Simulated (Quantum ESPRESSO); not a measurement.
**Ge4N in Quantum ESPRESSO: the effect of target pressure**

Ge4N:

```
CELL_PARAMETERS angstrom
4.09621 0.00000 0.00000
0.00000 4.09621 0.00000
0.00000 0.00000 5.31422
ATOMIC_POSITIONS crystal
Ge 0.50000 0.00000 0.50000
Ge 0.00000 0.50000 0.50000
Ge 0.50000 0.00000 0.00000
Ge 0.00000 0.50000 0.00000
N 0.50000 0.50000 0.00000
```

The cell was built by a generator and needn't be a form met in nature.

Alike in all runs:

```yaml
Program: Quantum ESPRESSO 7.5
Task: phonons
Functional: LDA
Potentials_or_basis: PseudoDojo 0.4.1 SR LDA standard
Cutoff: 1143 eV
Density_cutoff: 4572 eV
k_mesh: 4 × 4 × 2, shifted
Occupations: fermi-dirac, width 0.05 eV
Spin: no spin polarisation
```

Each run relaxes the cell or the atoms first.

```csv
target pressure,relaxed volume (Å³/atom),highest phonon frequency (cm⁻¹)
0 GPa,?,?
10 GPa,14.92,567
25 GPa,13.68,691
50 GPa,12.38,842
80 GPa,11.37,980
```

Problem. What does the run with target pressure 0 GPa give?

Solution. Relaxed volume 16.25 Å³/atom; highest phonon frequency 451 cm⁻¹.

Worked out: In Murnaghan's law V^(-B') rises as a straight line in P. The other rows fit best with B' = 3.8, V0 = 16.13 Å³/atom and B0 = 109 GPa, which gives 16.13 Å³/atom at 0 GPa, against the run's 16.25. A parabola through the other rows of the highest phonon frequency, of slope 8.99 cm⁻¹ per GPa there, extrapolates to 483 cm⁻¹, against the run's 451.

Caveats: all runs use coarse meshes; the mesh is thin for the phonons of a metal; some modes are imaginary; the volume moved by over 15 % at a fixed basis, so the end points are rough (some runs); the cell is more than 3 GPa from zero pressure, which shifts response properties (some runs).
